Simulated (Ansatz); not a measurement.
# AlF2H3OSi: the cost of one run

Computed with the Python package of Ansatz 0.2.0. Level of theory: PBE0/def2-SVPD.

**1. The structure**

Bond lengths: F1–Al2 1.831 Å, Al2–F3 1.816 Å, Al2–O4 1.863 Å, O4–Si5 1.767 Å, Si5–H6 1.494 Å, Si5–H7 1.441 Å, Si5–H8 1.489 Å. Angles: F1–Al2–F3 119.9°, F1–Al2–O4 119.5°, F3–Al2–O4 120.6°, Al2–O4–Si5 102.5°, O4–Si5–H6 109.8°, O4–Si5–H7 112.3°, O4–Si5–H8 107.1°, H6–Si5–H7 110.1°, H6–Si5–H8 106.9°, H7–Si5–H8 110.4°.

No structure file is read: the coordinates are typed or built in the script.

**2. The code**

Input file alf2h3osi_ip.py:

```python
"""Vertical ionisation energy of AlF2H3OSi."""

import ansatz

BASIS_SET = "def2-SVPD"
FUNCTIONAL = "pbe0"


def energy_of(molecule, charge=0, unpaired=0):
    calc = (
        molecule.calculation()
        .basis(gaussian=BASIS_SET)  # atom-centred Gaussian functions
        .functional(FUNCTIONAL)
        .scf(lower_state_search="light")
    )
    if charge:
        calc = calc.charge(charge)
    if unpaired:
        calc = calc.spin("collinear", total=unpaired)
    report = calc.run(threads=1, pin="off").report
    if report["published_state_doubts"]:
        print("  doubts:", report["published_state_doubts"])
    return report["free_energy_ev"]

geometry_ang = [
    ("F", (1.294, -1.4642, 2.0847)),
    ("Al", (0.7162, -1.3643, 0.3506)),
    ("F", (-0.1296, -2.7834, -0.4036)),
    ("O", (1.058, 0.1748, -0.642)),
    ("Si", (-0.4232, 1.1119, -0.4175)),
    ("H", (-0.5787, 1.4773, 1.0225)),
    ("H", (-1.5912, 0.4062, -0.8791)),
    ("H", (-0.2534, 2.3846, -1.1714)),
]
molecule = ansatz.Crystal.molecule()
for symbol, xyz in geometry_ang:
    molecule = molecule.atom(symbol, xyz)

# delta-SCF style differences, no relaxation
parent = energy_of(molecule, 0, 0)
cation = energy_of(molecule, 1, 1)
print(f"E(N)   = {parent:.5f} eV")
print(f"E(N-1) = {cation:.5f} eV  (1 unpaired)")
print(f"vertical ionisation energy {cation - parent:.3f} eV")
```

**3. The run**

Run with:

```bash
> python alf2h3osi_ip.py
```

**Question.** How long does this script take on 1 thread of Arm Neoverse V1, shared host, and how much memory does it need?

About 24 s, with a peak of 0.47 GiB.
